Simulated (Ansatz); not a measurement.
The system is HfIn4SiO6.

```
Hf In Si O
1.0
     5.27743    0.00000    0.00000
    -2.63872    4.57039    0.00000
     0.00000    0.00000   10.55905
Hf In Si O
1 4 1 6
Direct
  0.66667 0.33333 0.00000
  0.00000 0.00000 0.30446
  0.00000 0.00000 0.69554
  0.33333 0.66667 0.78919
  0.33333 0.66667 0.21081
  0.00000 0.00000 0.00000
  0.97300 0.70496 0.89972
  0.29504 0.02700 0.10028
  0.29504 0.26804 0.89972
  0.73196 0.70496 0.10028
  0.73196 0.02700 0.89972
  0.97300 0.26804 0.10028
```

The cell was built by a generator and needn't be a form met in nature.

Base run:

```yaml
Program: Ansatz 0.2.0
Functional: PBE
Potentials_or_basis: Ansatz PAW
Cutoff: 420 eV
Density_cutoff: 1680 eV
k_mesh: 6 × 6 × 3
Occupations: fermi-dirac, width 0.05 eV
Spin: no spin polarisation
```

Its results: band gap on the k mesh none (metal or under the smearing width); pressure 0.0 GPa.

Question: After a change of settings the same cell gave: band gap on the k mesh none (metal or under the smearing width); pressure -3.0 GPa. Which change was it?
A. functional from PBE to r2SCAN; cutoff from 420 eV to 500 eV; density cutoff from 1680 eV to 2000 eV
B. potentials or basis from Ansatz PAW to PseudoDojo standard (PBE files); cutoff from 420 eV to 1143 eV; density cutoff from 1680 eV to 4572 eV; valence electrons from 118 to 104
C. potentials or basis from Ansatz PAW to SPMS NC; cutoff from 420 eV to 1034 eV; density cutoff from 1680 eV to 4136 eV; valence electrons from 118 to 104
D. hubbard terms from none to Hf d U = 2 eV; hubbard projectors from none to ortho-atomic (the default)

Answer: A.

Caveats: the PAW data sets come from PBE, with cores solved anew for the run's functional, which leaves a small shift of forces and pressure (some runs).

Not every run made on this cell is shown here.
